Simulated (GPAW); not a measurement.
# GaGe3 (Pm-3m) in GPAW: a series of runs

The runs below take GaGe3 through relaxation of cell and atoms, with PBEsol.

All numbers are computed with GPAW 26.7.0; they aren't measurements. Logs are shortened: lines on timing, memory, paths and dates and some standing lists are left out, and cuts for length are marked. The log counts tension as positive stress, the text compression.

### Step 1. The crystal as given

Symmetry: Pm-3m, No. 221, cubic system. Conventional cell: a = 4.278 Å, b = 4.278 Å, c = 4.278 Å, α = 90.00°, β = 90.00°, γ = 90.00°. Around Ge (site symmetry 4/mmm) lie 8 Ge at 3.03 Å and 4 Ga at 3.03 Å. Ga (site symmetry m-3m) is surrounded by 12 Ge at 3.03 Å.

The cell comes from a database or a generator and needn't be the stable form of this composition.

### Step 2. Relaxation of cell and atoms, PBEsol, target pressure 10 GPa, at which the enthalpy is minimised

Contents of run.py:

```python
from ase import Atoms
from ase.filters import FrechetCellFilter
from ase.io import write
from ase.optimize import BFGS
from ase.units import GPa
from gpaw import GPAW, PW, setup_paths

setup_paths.insert(0, '.')

atoms = Atoms(['Ge', 'Ge', 'Ge', 'Ga'],
              cell=[[4.278466, 0.0, 0.0],
                    [0.0, 4.278466, 0.0],
                    [0.0, 0.0, 4.278466]],
              scaled_positions=[[0.5, 0.5, 0.0],
                                [0.5, 0.0, 0.5],
                                [0.0, 0.5, 0.5],
                                [0.0, 0.0, 0.0]],
              pbc=True)

calc = GPAW(mode=PW(600),
            xc='PBEsol',
            kpts={'size': (6, 6, 6), 'gamma': True},
            occupations={'name': 'fermi-dirac', 'width': 0.05},
            nbands=18,
            convergence={'density': 1e-05, 'forces': 0.0001},
            maxiter=150,
            txt='gpaw.txt')
atoms.calc = calc
opt = BFGS(FrechetCellFilter(atoms, scalar_pressure=10 * GPa), trajectory='relax.traj', logfile='-')
done = opt.run(fmax=0.02, steps=60)
calc.write('gs.gpw')
write('result.traj', atoms)
print('Converged:', done)
print('Cell:', atoms.cell.cellpar().round(4))
print('Volume:', round(atoms.get_volume(), 4))
print(atoms.get_scaled_positions().round(5))
```

Potentials or basis: PAW data sets generated in the run's folder for this functional, pw.

On the command line:

```console
> gpaw-setup -f PBEsol Ga Ge
> OMP_NUM_THREADS=1 python run.py
```

gpaw.txt:

```text
__  _  _
 | _ |_)|_||  |
 |__||  | ||/\| - 26.7.0

Input parameters:
  mode=PW(ecut=600.0),
  convergence={'density': 1e-05, 'forces': 0.0001},
  kpts=MonkhorstPack(size=(6, 6, 6), gamma=True),
  maxiter=150,
  nbands=18,
  occupations=Occupations(name='fermi-dirac', width=0.05),
  xc=XC(name='PBEsol')

Diagonalizing LCAO Hamiltonian
Converting LCAO to pw mode
    .----------.
   /|          |
  / |          |
 *  |          |
 | Ge          |
 |  .----------.
 | /   Gee    /
 |/          /
 Ga---------*

Atoms  # Å, Bohr magnetons
|   | symbol |        x |        y |        z |    initial magnetic moments |
|---|--------|----------|----------|----------|-----------------------------|
| 0 |     Ge | 2.139233 | 2.139233 | 0.000000 | ( 0.0000,  0.0000,  0.0000) |
| 1 |     Ge | 2.139233 | 0.000000 | 2.139233 | ( 0.0000,  0.0000,  0.0000) |
| 2 |     Ge | 0.000000 | 2.139233 | 2.139233 | ( 0.0000,  0.0000,  0.0000) |
| 3 |     Ga | 0.000000 | 0.000000 | 0.000000 | ( 0.0000,  0.0000,  0.0000) |

Unit cell  # Å
| periodic |        x |        y |        z |  lengths |    angles |
|----------|----------|----------|----------|----------|-----------|
|      yes | 4.278466 | 0.000000 | 0.000000 | 4.278466 | 90.000000 |
|      yes | 0.000000 | 4.278466 | 0.000000 | 4.278466 | 90.000000 |
|      yes | 0.000000 | 0.000000 | 4.278466 | 4.278466 | 90.000000 |

Number of symmetries: 48
Symmetry operations  # r_c * U_cc + t_c -> r_c
|    | kind |            matrix            |
|----|------|------------------------------|
|  0 |  E   |  1, 0, 0,  0, 1, 0,  0, 0, 1 |
|  1 |  σ   |  1, 0, 0,  0, 1, 0,  0, 0,-1 |
|  2 |  σ   |  1, 0, 0,  0, 0, 1,  0, 1, 0 |
|  3 |  C4  |  1, 0, 0,  0, 0, 1,  0,-1, 0 |
|  4 |  C4  |  1, 0, 0,  0, 0,-1,  0, 1, 0 |
|  5 |  σ   |  1, 0, 0,  0, 0,-1,  0,-1, 0 |
|  6 |  σ   |  1, 0, 0,  0,-1, 0,  0, 0, 1 |
|  7 |  C2  |  1, 0, 0,  0,-1, 0,  0, 0,-1 |
|  8 |  σ   |  0, 1, 0,  1, 0, 0,  0, 0, 1 |
|  9 |  C2  |  0, 1, 0,  1, 0, 0,  0, 0,-1 |
| 10 |  C3  |  0, 1, 0,  0, 0, 1,  1, 0, 0 |
| 11 |  S6  |  0, 1, 0,  0, 0, 1, -1, 0, 0 |
| 12 |  S6  |  0, 1, 0,  0, 0,-1,  1, 0, 0 |
| 13 |  C3  |  0, 1, 0,  0, 0,-1, -1, 0, 0 |
[... 167 lines left out ...]
SCF iterations
|iter     | |      energy | eigst |  dens |force |
|---------|-|-------------|-------|-------|------|
|iter:   1| |  -17.281036 | -0.66 |       |      |
|iter:   2| |  -17.275675 | -2.95 | -1.23 |      |
|iter:   3| |  -17.223711 | -3.38 | -1.25 |      |
|iter:   4| |  -17.220387 | -4.28 | -1.87 |      |
|iter:   5| |  -17.220323c| -5.65 | -2.98 |      |
|iter:   6| |  -17.220330c| -6.54 | -3.34 |      |
|iter:   7| |  -17.220329c| -8.18c| -4.27 |      |
|iter:   8| |  -17.220329c| -8.74c| -4.77 |      |
|iter:   9| |  -17.220329c| -9.34c| -5.39c|      |
|iter:  10| |  -17.220329c|-10.15c| -6.36c|-24.02c|

Converged in 10 steps
Energy contributions relative to reference atoms: (reference = -224011.715208)

Energy contributions:
  Kinetic:          22.272325
  Coulomb:         -20.276483
  Zero:             -0.014658
  External:          0.000000
  Xc:              -19.190141
  Entropy:          -0.022745
  Spinorbit:         0.000000
  ----------------------------
  Free energy:     -17.231701
  Extrapolated:    -17.220329
[... 28 lines left out ...]
Stress tensor  # eV/Ang^3
|        x |        y |        z |
|----------|----------|----------|
| 0.023064 | 0.000000 | 0.000000 |
| 0.000000 | 0.023064 | 0.000000 |
| 0.000000 | 0.000000 | 0.023064 |

Forces  # eV/Ang
|       x |        y |        z |
|---------|----------|----------|
| 0.00000 |  0.00000 |  0.00000 |  # Ge   0
| 0.00000 |  0.00000 |  0.00000 |  # Ge   1
| 0.00000 |  0.00000 |  0.00000 |  # Ge   2
| 0.00000 | -0.00000 | -0.00000 |  # Ga   3

Interpolating wave functions to new cell

         Ge
            Ge

              Ge
       Ga

Atoms  # Å, Bohr magnetons
|   | symbol |         x |         y |         z |    initial magnetic moments |
|---|--------|-----------|-----------|-----------|-----------------------------|
| 0 |     Ge |  2.126484 |  2.126484 |  0.000000 | ( 0.0000,  0.0000,  0.0000) |
| 1 |     Ge |  2.126484 | -0.000000 |  2.126484 | ( 0.0000,  0.0000,  0.0000) |
| 2 |     Ge | -0.000000 |  2.126484 |  2.126484 | ( 0.0000,  0.0000,  0.0000) |
| 3 |     Ga |  0.000000 | -0.000000 | -0.000000 | ( 0.0000,  0.0000,  0.0000) |

Unit cell  # Å
| periodic |         x |         y |        z |  lengths |    angles |
|----------|-----------|-----------|----------|----------|-----------|
|      yes |  4.252968 | -0.000000 | 0.000000 | 4.252968 | 90.000000 |
|      yes | -0.000000 |  4.252968 | 0.000000 | 4.252968 | 90.000000 |
|      yes |  0.000000 |  0.000000 | 4.252968 | 4.252968 | 90.000000 |

Number of symmetries: 48
Symmetry operations  # r_c * U_cc + t_c -> r_c
|    | kind |            matrix            |
|----|------|------------------------------|
|  0 |  E   |  1, 0, 0,  0, 1, 0,  0, 0, 1 |
|  1 |  σ   |  1, 0, 0,  0, 1, 0,  0, 0,-1 |
|  2 |  σ   |  1, 0, 0,  0, 0, 1,  0, 1, 0 |
|  3 |  C4  |  1, 0, 0,  0, 0, 1,  0,-1, 0 |
|  4 |  C4  |  1, 0, 0,  0, 0,-1,  0, 1, 0 |
|  5 |  σ   |  1, 0, 0,  0, 0,-1,  0,-1, 0 |
|  6 |  σ   |  1, 0, 0,  0,-1, 0,  0, 0, 1 |
|  7 |  C2  |  1, 0, 0,  0,-1, 0,  0, 0,-1 |
|  8 |  σ   |  0, 1, 0,  1, 0, 0,  0, 0, 1 |
|  9 |  C2  |  0, 1, 0,  1, 0, 0,  0, 0,-1 |
| 10 |  C3  |  0, 1, 0,  0, 0, 1,  1, 0, 0 |
| 11 |  S6  |  0, 1, 0,  0, 0, 1, -1, 0, 0 |
| 12 |  S6  |  0, 1, 0,  0, 0,-1,  1, 0, 0 |
| 13 |  C3  |  0, 1, 0,  0, 0,-1, -1, 0, 0 |
[... 239 lines left out ...]
         Ge
            Ge
              Ge
       Ga

Atoms  # Å, Bohr magnetons
|   | symbol |        x |         y |         z |    initial magnetic moments |
|---|--------|----------|-----------|-----------|-----------------------------|
| 0 |     Ge | 2.022774 |  2.022774 | -0.000000 | ( 0.0000,  0.0000,  0.0000) |
| 1 |     Ge | 2.022774 |  0.000000 |  2.022774 | ( 0.0000,  0.0000,  0.0000) |
| 2 |     Ge | 0.000000 |  2.022774 |  2.022774 | ( 0.0000,  0.0000,  0.0000) |
| 3 |     Ga | 0.000000 | -0.000000 | -0.000000 | ( 0.0000,  0.0000,  0.0000) |

Unit cell  # Å
| periodic |        x |         y |        z |  lengths |    angles |
|----------|----------|-----------|----------|----------|-----------|
|      yes | 4.045549 |  0.000000 | 0.000000 | 4.045549 | 90.000000 |
|      yes | 0.000000 |  4.045549 | 0.000000 | 4.045549 | 90.000000 |
|      yes | 0.000000 | -0.000000 | 4.045549 | 4.045549 | 90.000000 |

Number of symmetries: 48
Symmetry operations  # r_c * U_cc + t_c -> r_c
|    | kind |            matrix            |
|----|------|------------------------------|
|  0 |  E   |  1, 0, 0,  0, 1, 0,  0, 0, 1 |
|  1 |  σ   |  1, 0, 0,  0, 1, 0,  0, 0,-1 |
|  2 |  σ   |  1, 0, 0,  0, 0, 1,  0, 1, 0 |
|  3 |  C4  |  1, 0, 0,  0, 0, 1,  0,-1, 0 |
|  4 |  C4  |  1, 0, 0,  0, 0,-1,  0, 1, 0 |
|  5 |  σ   |  1, 0, 0,  0, 0,-1,  0,-1, 0 |
|  6 |  σ   |  1, 0, 0,  0,-1, 0,  0, 0, 1 |
|  7 |  C2  |  1, 0, 0,  0,-1, 0,  0, 0,-1 |
|  8 |  σ   |  0, 1, 0,  1, 0, 0,  0, 0, 1 |
|  9 |  C2  |  0, 1, 0,  1, 0, 0,  0, 0,-1 |
| 10 |  C3  |  0, 1, 0,  0, 0, 1,  1, 0, 0 |
| 11 |  S6  |  0, 1, 0,  0, 0, 1, -1, 0, 0 |
| 12 |  S6  |  0, 1, 0,  0, 0,-1,  1, 0, 0 |
| 13 |  C3  |  0, 1, 0,  0, 0,-1, -1, 0, 0 |
[... 208 lines left out ...]
|          5 |         4.454 |     2.000 |
|          6 |         5.779 |     2.000 |
|          7 |        11.990 |     0.000 |
|          8 |        11.990 |     0.000 |
|          9 |        11.990 |     0.000 |
|         10 |        12.975 |     0.000 |
|         11 |        12.975 |     0.000 |
|         12 |        12.975 |     0.000 |
|         13 |        16.266 |     0.000 |
|         14 |        16.266 |     0.000 |
|        ... |               |           |
|         17 |        16.334 |     0.000 |

No gap
No difference between direct/indirect transitions

Stress tensor  # eV/Ang^3
|         x |         y |         z |
|-----------|-----------|-----------|
| -0.057147 |  0.000000 |  0.000000 |
|  0.000000 | -0.057147 |  0.000000 |
|  0.000000 |  0.000000 | -0.057147 |

Forces  # eV/Ang
|        x |        y |        z |
|----------|----------|----------|
|  0.00000 |  0.00000 | -0.00000 |  # Ge   0
|  0.00000 | -0.00000 |  0.00000 |  # Ge   1
|  0.00000 |  0.00000 |  0.00000 |  # Ge   2
| -0.00000 |  0.00000 |  0.00000 |  # Ga   3

Interpolating wave functions to new cell

         Ge
            Ge
              Ge
       Ga

Atoms  # Å, Bohr magnetons
|   | symbol |        x |         y |         z |    initial magnetic moments |
|---|--------|----------|-----------|-----------|-----------------------------|
| 0 |     Ge | 2.016667 |  2.016667 | -0.000000 | ( 0.0000,  0.0000,  0.0000) |
| 1 |     Ge | 2.016667 |  0.000000 |  2.016667 | ( 0.0000,  0.0000,  0.0000) |
| 2 |     Ge | 0.000000 |  2.016667 |  2.016667 | ( 0.0000,  0.0000,  0.0000) |
| 3 |     Ga | 0.000000 | -0.000000 | -0.000000 | ( 0.0000,  0.0000,  0.0000) |

Unit cell  # Å
| periodic |        x |         y |         z |  lengths |    angles |
|----------|----------|-----------|-----------|----------|-----------|
|      yes | 4.033334 |  0.000000 |  0.000000 | 4.033334 | 90.000000 |
|      yes | 0.000000 |  4.033334 | -0.000000 | 4.033334 | 90.000000 |
|      yes | 0.000000 | -0.000000 |  4.033334 | 4.033334 | 90.000000 |

Number of symmetries: 48
Symmetry operations  # r_c * U_cc + t_c -> r_c
|    | kind |            matrix            |
|----|------|------------------------------|
|  0 |  E   |  1, 0, 0,  0, 1, 0,  0, 0, 1 |
|  1 |  σ   |  1, 0, 0,  0, 1, 0,  0, 0,-1 |
|  2 |  σ   |  1, 0, 0,  0, 0, 1,  0, 1, 0 |
|  3 |  C4  |  1, 0, 0,  0, 0, 1,  0,-1, 0 |
|  4 |  C4  |  1, 0, 0,  0, 0,-1,  0, 1, 0 |
|  5 |  σ   |  1, 0, 0,  0, 0,-1,  0,-1, 0 |
|  6 |  σ   |  1, 0, 0,  0,-1, 0,  0, 0, 1 |
|  7 |  C2  |  1, 0, 0,  0,-1, 0,  0, 0,-1 |
|  8 |  σ   |  0, 1, 0,  1, 0, 0,  0, 0, 1 |
|  9 |  C2  |  0, 1, 0,  1, 0, 0,  0, 0,-1 |
| 10 |  C3  |  0, 1, 0,  0, 0, 1,  1, 0, 0 |
| 11 |  S6  |  0, 1, 0,  0, 0, 1, -1, 0, 0 |
| 12 |  S6  |  0, 1, 0,  0, 0,-1,  1, 0, 0 |
| 13 |  C3  |  0, 1, 0,  0, 0,-1, -1, 0, 0 |
[... 206 lines left out ...]
|          5 |         4.527 |     2.000 |
|          6 |         5.900 |     2.000 |
|          7 |        12.129 |     0.000 |
|          8 |        12.129 |     0.000 |
|          9 |        12.129 |     0.000 |
|         10 |        13.116 |     0.000 |
|         11 |        13.116 |     0.000 |
|         12 |        13.116 |     0.000 |
|         13 |        16.400 |     0.000 |
|         14 |        16.400 |     0.000 |
|        ... |               |           |
|         17 |        16.497 |     0.000 |

No gap
No difference between direct/indirect transitions

Stress tensor  # eV/Ang^3
|         x |         y |         z |
|-----------|-----------|-----------|
| -0.063504 |  0.000000 |  0.000000 |
|  0.000000 | -0.063504 |  0.000000 |
|  0.000000 |  0.000000 | -0.063504 |

Forces  # eV/Ang
|        x |       y |        z |
|----------|---------|----------|
|  0.00000 | 0.00000 | -0.00000 |  # Ge   0
|  0.00000 | 0.00000 |  0.00000 |  # Ge   1
| -0.00000 | 0.00000 | -0.00000 |  # Ge   2
|  0.00000 | 0.00000 |  0.00000 |  # Ga   3

# Writing to gs.gpw (mode='')
```

Run time: 59 s. Hardware: 1 thread of Arm Neoverse V1, shared host; peak memory 0.21 GiB.

Results:

- Free energy: -17.0606 eV
- Relaxed volume: 16.40 Å³/atom
- Relaxed cell: a = 4.033 Å, b = 4.033 Å, c = 4.033 Å, α = 90.00°, β = 90.00°, γ = 90.00°
- Space group after relaxing (to 0.05 Å): Pm-3m (No. 221)
- Energy change on relaxing (the enthalpy is what falls): +43.0 meV/atom
- Ionic steps: 4
- Pressure after relaxing: 10.2 GPa
- Band gap on the k mesh: none (metal or under the smearing width)

Step by step:
```
step  energy change (eV)  largest force (eV/Å)  pressure (GPa)  volume (Å³)
   1              0.0000                0.0000           -3.70        78.32
   2             -0.0276                0.0000           -2.74        76.93
   3              0.1360                0.0000            9.16        66.21
   4              0.1719                0.0000           10.17        65.61
```

Final structure:
```
Ge Ga
1.0
     4.03333    0.00000    0.00000
     0.00000    4.03333    0.00000
     0.00000    0.00000    4.03333
Ge Ga
3 1
Direct
  0.50000 0.50000 0.00000
  0.50000 0.00000 0.50000
  0.00000 0.50000 0.50000
  0.00000 0.00000 0.00000
```

Levels at points of the mesh, in eV from the Fermi level:
```csv
k point,band 6,band 7,band 8,band 9,band 10,band 11
"(0.00, 0.00, 0.00)",-4.64,-3.27,2.96,2.96,2.96,3.95
"(0.50, 0.00, 0.00)",-2.46,-1.83,-1.83,-0.40,-0.19,5.41
"(0.50, 0.50, 0.00)",-0.19,0.05,0.05,0.06,0.06,1.10
"(0.50, 0.50, 0.50)",-5.99,-5.99,-5.64,7.93,7.93,8.02
```

Caveat: later steps reuse the first step's grids; the volume moved by over 15 % at a fixed basis, so the end points are rough.

(Part 1 of 2 ends here.)
